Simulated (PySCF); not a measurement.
# H3LaN (La(NH3)3+): the cost of one run

Method: several levels, as the steps say, no spin–orbit coupling; program: PySCF 2.14.0.

1 further run of the same task is left out (for a known fault of the program).

### Step 1. Where the work starts

5 atoms, charge 3, spin multiplicity 1.

Bond lengths: La1–N2 2.478 Å, N2–H3 1.044 Å, N2–H4 1.044 Å, N2–H5 1.044 Å. Angles: La1–N2–H3 115.7°, La1–N2–H4 115.7°, La1–N2–H5 115.7°, H3–N2–H4 102.6°, H3–N2–H5 102.6°, H4–N2–H5 102.6°.

As a file:

```xyz
5
charge 3, multiplicity 1
La    0.0000    0.0000   -0.2130
N     0.0000    0.0000    2.2648
H     0.9402    0.0000    2.7177
H    -0.4701    0.8142    2.7177
H    -0.4701   -0.8143    2.7177
```

Formal oxidation states: La +3. An earlier session relaxed this geometry at PBE0, La def2-SVP with ECP46, N def2-SVP, H def2-SVP (singlet, point group C3v).

At PBE0 on the finer grid: E = -86.779715 Eh, HOMO -26.64 eV, LUMO -19.52 eV, Mulliken charge on La1 +2.50 e, largest force component 0.004 eV/Å. 

Levels to run: r2SCAN; M06-L; PBE0, TZVP. Hardware: 2 threads of Intel Xeon at 2.50GHz (Skylake/Cascade Lake), shared host.

### Step 2. r2SCAN

run.py (the lines that set the calculation) reads:

```python
mol = gto.M(atom='''
La     0.00000     0.00000    -0.21296
N      0.00000     0.00000     2.26476
H      0.94021     0.00004     2.71774
H     -0.47014     0.81423     2.71774
H     -0.47008    -0.81427     2.71774''',
    basis={'La': 'def2-SVP', 'N': 'def2-SVP', 'H': 'def2-SVP'},
    ecp={'La': 'def2-SVP'},
    charge=3, spin=0)
mf = dft.RKS(mol, xc='R2SCAN')
mf.grids.atom_grid = (75, 302)  # f atoms: unpruned, at least (60, 302)
mf = mf.density_fit()  # fitting sets: La def2-universal-JKFIT, N def2-universal-JKFIT, H def2-universal-JKFIT
mf.conv_tol = 1e-08; mf.max_cycle = 55
mf.kernel(dm0)  # dm0: the density of the relaxed state
```

The run is started by

```console
$ OMP_NUM_THREADS=2 python run.py
```

**Question.** How long does this run take on 2 threads of Intel Xeon at 2.50GHz (Skylake/Cascade Lake), shared host?

About 16 s.
